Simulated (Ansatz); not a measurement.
**ClH₃O₃Ti: how energies converge with the basis set**

One table from this session's results is given with a row withheld; the runs are named, their logs left out.

Method: one geometry, several basis sets; program: Ansatz 0.2.0, Gaussian basis.

Plan: PBE0-D4/def2-SVP; ωB97M-V/def2-SVP; PBE0-D4/def2-QZVPP; ωB97M-V/def2-QZVPP; the functionals' def2-TZVPP values are taken from earlier runs.

**The geometry**

All runs share one geometry, relaxed beforehand with PBE0-D4 in a triple-zeta def2 set.

SMILES `[OH][Ti]([OH])([OH])[Cl]`, 8 atoms, charge 0, spin multiplicity 1.

Atoms are counted from 1 here; the program's logs count them from 0.

Bond lengths: O1–Ti2 1.780 Å, O1–H6 0.958 Å, Ti2–O3 1.786 Å, Ti2–O4 1.781 Å, Ti2–Cl5 2.220 Å, O3–H7 0.959 Å, O4–H8 0.957 Å. Angles: Ti2–O1–H6 134.3°, O1–Ti2–O3 108.5°, O1–Ti2–O4 111.3°, O1–Ti2–Cl5 108.4°, O3–Ti2–O4 109.3°, O3–Ti2–Cl5 110.9°, O4–Ti2–Cl5 108.3°, Ti2–O3–H7 129.5°, Ti2–O4–H8 135.9°.

Set-up of the first run:

The input, in.yaml:

```yaml
crystal:
  periodic: [false, false, false]
  atoms:
    - {symbol: O, position_ang: [-1.001044, 0.928869, 1.001603]}
    - {symbol: Ti, position_ang: [0.115048, 0.158886, -0.151283]}
    - {symbol: O, position_ang: [1.751788, 0.150454, 0.563352]}
    - {symbol: O, position_ang: [-0.377603, -1.513804, -0.511389]}
    - {symbol: Cl, position_ang: [0.081099, 1.319607, -2.043068]}
    - {symbol: H, position_ang: [-1.786796, 1.469835, 0.912729]}
    - {symbol: H, position_ang: [2.446350, -0.506798, 0.489346]}
    - {symbol: H, position_ang: [-1.136641, -2.064148, -0.317090]}
basis:
  gaussian: {orbitals: def2-SVP}
hamiltonian: {xc: pbe0, dispersion: d4}
output: {orbitals: {seedname: orbitals}}
```

Run with:

```bash
$ ansatz run in.yaml --threads 4 --pin off --events-out ev --progress --plain --max-ram 10444MiB
```

Among the steps run: PBE0-D4 in def2-SVP; ωB97M-V in def2-SVP; PBE0-D4 in def2-QZVPP; ωB97M-V in def2-QZVPP.

One table of the session follows, with a row left open; its other results are not shown here.

```
functional       basis  HOMO (eV)  LUMO (eV)
   PBE0-D4    def2-SVP      -8.47      -1.81
   PBE0-D4  def2-TZVPP      -8.76      -1.96
   PBE0-D4  def2-QZVPP      -8.80      -1.99
   ωB97M-V    def2-SVP     -10.67       0.48
   ωB97M-V  def2-TZVPP     -11.03       0.27
   ωB97M-V  def2-QZVPP          ?          ?
```

Q: Estimate the row for ωB97M-V, def2-QZVPP from the others.

As computed: HOMO (eV): -11.07; LUMO (eV): 0.17. In the column «HOMO (eV)» it is the lowest.
